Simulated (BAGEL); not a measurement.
**CH5AlNO− (SMILES O=C[NH][AlH3-]): HF/STO-3G (density fitting with qzvpp-jkfit)**

What is the energy change on altering one bond length of CH5AlNO− at HF/STO-3G (density fitting with qzvpp-jkfit)? 

The results are computed with BAGEL 1.2.2.

1 further run of the same task is left out (set aside as unsound or not needed). Runs told in other sessions of the task aren't counted.

### 1 The molecule

CH5AlNO−: 9 atoms, total charge -1, spin state singlet. As SMILES, `O=C[NH][AlH3-]`. The shape comes from GFN2-xTB, which is rough for such elements, and wasn't checked as a minimum. This is one conformer, not always the lowest.

Bond lengths: O1–C2 1.216 Å, C2–N3 1.326 Å, N3–Al4 1.901 Å, C2–H5 1.133 Å, N3–H6 1.018 Å, Al4–H7 1.609 Å, Al4–H8 1.586 Å, Al4–H9 1.618 Å. Some angles: O1–C2–N3 127.9°, C2–N3–Al4 146.7°, O1–C2–H5 118.3°, N3–C2–H5 113.8°, C2–N3–H6 112.4°, Al4–N3–H6 100.8°, N3–Al4–H7 103.6°, N3–Al4–H8 115.6°, N3–Al4–H9 99.3°, H7–Al4–H8 113.2°.

### 2 A single-point energy at HF/STO-3G (density fitting with qzvpp-jkfit)

File hf.json:

```json
{ "bagel": [

{
  "title": "molecule",
  "basis": "sto-3g",
  "df_basis": "qzvpp-jkfit",
  "angstrom": true,
  "geometry": [
    { "atom": "O", "xyz": [    0.917980,    1.268080,   -1.884900 ] },
    { "atom": "C", "xyz": [    1.221340,    0.871040,   -0.776610 ] },
    { "atom": "N", "xyz": [    0.475870,    0.176220,    0.072130 ] },
    { "atom": "Al", "xyz": [   -1.191590,   -0.679910,    0.390200 ] },
    { "atom": "H", "xyz": [    2.258990,    1.106460,   -0.387080 ] },
    { "atom": "H", "xyz": [    0.964630,   -0.027740,    0.941430 ] },
    { "atom": "H", "xyz": [   -0.834970,   -2.245980,    0.298850 ] },
    { "atom": "H", "xyz": [   -2.375620,   -0.252210,   -0.574960 ] },
    { "atom": "H", "xyz": [   -1.436640,   -0.215970,    1.920940 ] }
  ]
},
{ "title": "hf", "charge": -1 },
{ "title": "print", "file": "orbitals.molden", "orbitals": true }

]}
```

The run is started by

```console
BAGEL_NUM_THREADS=1 BAGEL hf.json > hf.out
```

Log:

```text
* using 1 threads per process

  ===============================================================
  ===============================================================

  *** Geometry ***

  { "atom" : "O", "xyz" : [      1.734731,      2.396324,     -3.561945 ] },
  { "atom" : "C", "xyz" : [      2.307998,      1.646027,     -1.467580 ] },
  { "atom" : "N", "xyz" : [      0.899264,      0.333008,      0.136306 ] },
  { "atom" : "Al", "xyz" : [     -2.251779,     -1.284844,      0.737371 ] },
  { "atom" : "H", "xyz" : [      4.268872,      2.090906,     -0.731475 ] },
  { "atom" : "H", "xyz" : [      1.822887,     -0.052421,      1.779045 ] },
  { "atom" : "H", "xyz" : [     -1.577865,     -4.244287,      0.564745 ] },
  { "atom" : "H", "xyz" : [     -4.489271,     -0.476608,     -1.086517 ] },
  { "atom" : "H", "xyz" : [     -2.714856,     -0.408124,      3.630051 ] },

  Number of auxiliary basis functions:      447

  Since a DF basis is specified, we compute 2- and 3-index integrals:
    o Being stored without compression. Storage requirement is 0.003 GB

  Number of basis functions:       29
  Number of electrons      :       39

    * METHOD: MOLECULE                             0.14

  *** RHF ***

  === Nuclear Repulsion ===
   146.2737209290

      * DIIS with orbital gradients will be used.

  === RHF iteration (sto-3g) ===
      0       -406.64342325          0.02226623           0.01
      1       -406.74825592          0.01200855           0.01
      2       -406.77850076          0.00180218           0.01
      3       -406.77982457          0.00069079           0.01
      4       -406.78004861          0.00020188           0.01
      5       -406.78008567          0.00006235           0.01
      6       -406.78008859          0.00001118           0.01
      7       -406.78008866          0.00000194           0.01
      8       -406.78008867          0.00000042           0.01
      9       -406.78008867          0.00000016           0.01
     10       -406.78008867          0.00000004           0.01
     11       -406.78008867          0.00000001           0.01
     12       -406.78008867          0.00000000           0.01
    * SCF iteration converged.

    * Permanent dipole moment:
           (   -1.350260,    -0.522317,    -0.071622) a.u.

    * METHOD: HF                                   0.26

    * METHOD: PRINT                                0.00

  ===============================================================
```

Wall time 0.52 s (1 thread of Arm Neoverse V1, shared host).

### 3 The distorted shape at the same level

File input.json:

```json
{ "bagel": [

{
  "title": "molecule",
  "basis": "sto-3g",
  "df_basis": "qzvpp-jkfit",
  "angstrom": true,
  "geometry": [
    { "atom": "O", "xyz": [       0.826981,       1.387180,      -2.217354 ] },
    { "atom": "C", "xyz": [       1.221340,       0.871040,      -0.776610 ] },
    { "atom": "N", "xyz": [       0.475870,       0.176220,       0.072130 ] },
    { "atom": "Al", "xyz": [      -1.191590,      -0.679910,       0.390200 ] },
    { "atom": "H", "xyz": [       2.258990,       1.106460,      -0.387080 ] },
    { "atom": "H", "xyz": [       0.964630,      -0.027740,       0.941430 ] },
    { "atom": "H", "xyz": [      -0.834970,      -2.245980,       0.298850 ] },
    { "atom": "H", "xyz": [      -2.375620,      -0.252210,      -0.574960 ] },
    { "atom": "H", "xyz": [      -1.436640,      -0.215970,       1.920940 ] }
  ]
},

{
  "title": "hf",
  "charge": -1
},

{
  "title": "print",
  "file": "orbitals.molden",
  "orbitals": true
}

]}
```

The run is started by

```console
BAGEL_NUM_THREADS=1 BAGEL input.json > input.out
```

Log:

```text
* using 1 threads per process

  ===============================================================
  ===============================================================

  *** Geometry ***

  { "atom" : "O", "xyz" : [      1.562768,      2.621390,     -4.190192 ] },
  { "atom" : "C", "xyz" : [      2.307998,      1.646027,     -1.467580 ] },
  { "atom" : "N", "xyz" : [      0.899264,      0.333008,      0.136306 ] },
  { "atom" : "Al", "xyz" : [     -2.251779,     -1.284844,      0.737371 ] },
  { "atom" : "H", "xyz" : [      4.268872,      2.090906,     -0.731475 ] },
  { "atom" : "H", "xyz" : [      1.822887,     -0.052421,      1.779045 ] },
  { "atom" : "H", "xyz" : [     -1.577865,     -4.244287,      0.564745 ] },
  { "atom" : "H", "xyz" : [     -4.489271,     -0.476608,     -1.086517 ] },
  { "atom" : "H", "xyz" : [     -2.714856,     -0.408124,      3.630051 ] },

  Number of auxiliary basis functions:      447

  Since a DF basis is specified, we compute 2- and 3-index integrals:
    o Being stored without compression. Storage requirement is 0.003 GB

  Number of basis functions:       29
  Number of electrons      :       39

    * METHOD: MOLECULE                             0.14

  *** RHF ***

  === Nuclear Repulsion ===
   138.3847476968

      * DIIS with orbital gradients will be used.

  === RHF iteration (sto-3g) ===
      0       -406.40292818          0.03200060           0.02
      1       -406.33731735          0.04141012           0.02
      2       -406.67645777          0.00460034           0.02
      3       -406.68301484          0.00218806           0.02
      4       -406.68525747          0.00123188           0.02
      5       -406.68660953          0.00046291           0.02
      6       -406.68688171          0.00006049           0.02
      7       -406.68688501          0.00002208           0.02
      8       -406.68688531          0.00001045           0.02
      9       -406.68688536          0.00000257           0.02
     10       -406.68688537          0.00000094           0.02
     11       -406.68688537          0.00000050           0.02
     12       -406.68688537          0.00000027           0.02
     13       -406.68688537          0.00000010           0.02
     14       -406.68688537          0.00000005           0.02
     15       -406.68688537          0.00000002           0.02
     16       -406.68688537          0.00000001           0.02
     17       -406.68688537          0.00000000           0.02
    * SCF iteration converged.

    * Permanent dipole moment:
           (   -1.246427,    -0.179980,    -0.704510) a.u.

    * METHOD: HF                                   0.38

    * METHOD: PRINT                                0.00

  ===============================================================
```

Wall time 0.66 s (1 thread of Arm Neoverse V1, shared host).

### 4 Results

Level: HF/STO-3G (density fitting with qzvpp-jkfit).

```
                                                              quantity          value
                                             first shape: total energy  -406.78009 Eh
                                              first shape: HOMO energy       -1.12 eV
                                              first shape: LUMO energy       15.10 eV
    first shape: HOMO–LUMO gap (to an unbound level, set by the basis)       16.22 eV
                                         distorted shape: total energy  -406.68689 Eh
                                          distorted shape: HOMO energy       -0.20 eV
                                          distorted shape: LUMO energy       13.08 eV
distorted shape: HOMO–LUMO gap (to an unbound level, set by the basis)       13.28 eV
     energy change with the O1–C2 bond stretched from 1.216 to 1.580 Å       2.536 eV
```

In words: With the O1–C2 bond stretched from 1.216 to 1.580 Å the energy rises by 2.54 eV (58 kcal/mol). The first shape isn't relaxed at this level, so the change isn't measured from a minimum. The minimal basis adds a large error of its own.
